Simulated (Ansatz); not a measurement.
Predict the output of the script below (the Python package of Ansatz (0.2.0)).

Script `methods.py`:
```python
'''GeH at several levels of theory.'''

from pathlib import Path

import ansatz as az
from ase import Atoms
import numpy as np

BASIS = 'def2-SVP'

atoms = Atoms(['Ge', 'H'], positions=[
    (0.0, 0.0, 0.0),
    (0.0, 0.0, 1.48),
])
geometry = az.Crystal.molecule_from_ase(atoms)

calculation = (
    geometry.calculation()
    .basis(gaussian=BASIS)
    .spin('collinear', total=1)
)

print('functional    E (Ha)        dipole (D)   HOMO (eV)  LUMO (eV)')
for name in ['lc_wpbe', 'hf', 'cam_b3lyp', 'blyp', 'b3lyp']:
    r = calculation.functional(name).forces().orbitals().run(runs_dir='runs').report
    lines = Path(r['orbitals_path']).read_text().splitlines()
    field_of = lambda key: [line.split('=')[1].strip() for line in lines if line.startswith(key)]
    orbitals = [(27.211386 * float(e), s, float(n)) for e, s, n in zip(field_of('Ene='), field_of('Spin='), field_of('Occup='))]
    homo = max(e for e, _, n in orbitals if n > 0.5)
    lumo = min(e for e, _, n in orbitals if n < 0.5)
    dipole = 4.803205 * np.linalg.norm(r['charge_distribution']['dipole_moment_e_ang'])
    print(f'{name:10s} {r["free_energy_ev"] / 27.211386246:14.6f} {dipole:9.3f} {homo:11.3f} {lumo:10.3f}')
```

```console
$ python methods.py
functional    E (Ha)        dipole (D)   HOMO (eV)  LUMO (eV)
lc_wpbe      -2076.979128     0.429      -7.833     -0.791
hf           -2075.626219     0.482      -7.740      0.094
cam_b3lyp    -2077.380073     0.329      -6.377     -1.955
blyp         -2077.319821     0.242      -3.940     -3.866
b3lyp        -2077.310240     0.283      -4.928     -3.311
```

Reading the output:
- Total energies depend on the basis set; only differences at equal settings carry meaning.
- The geometry is a force-field or estimated start, not a minimum of this method, and the basis set is short of its limit. A lower total doesn't mark the better method: functionals have no common bound, and MP2 and coupled cluster aren't variational.
- The species is open-shell (spin multiplicity 2).
- b3lyp holds the VWN-RPA fit, as in Gaussian; the form of ORCA and Turbomole is b3lyp5.
- Levels such as HOMO and LUMO are orbital energies: with these approximate functionals they aren't the ionisation energy and electron affinity, and their gap isn't the fundamental gap.
- Run time: 5.1 s on 1 thread of Arm Neoverse V1 (shared host), peak memory 0.17 GiB.

(Lines on the test bed's own set-up are left out of the output.)
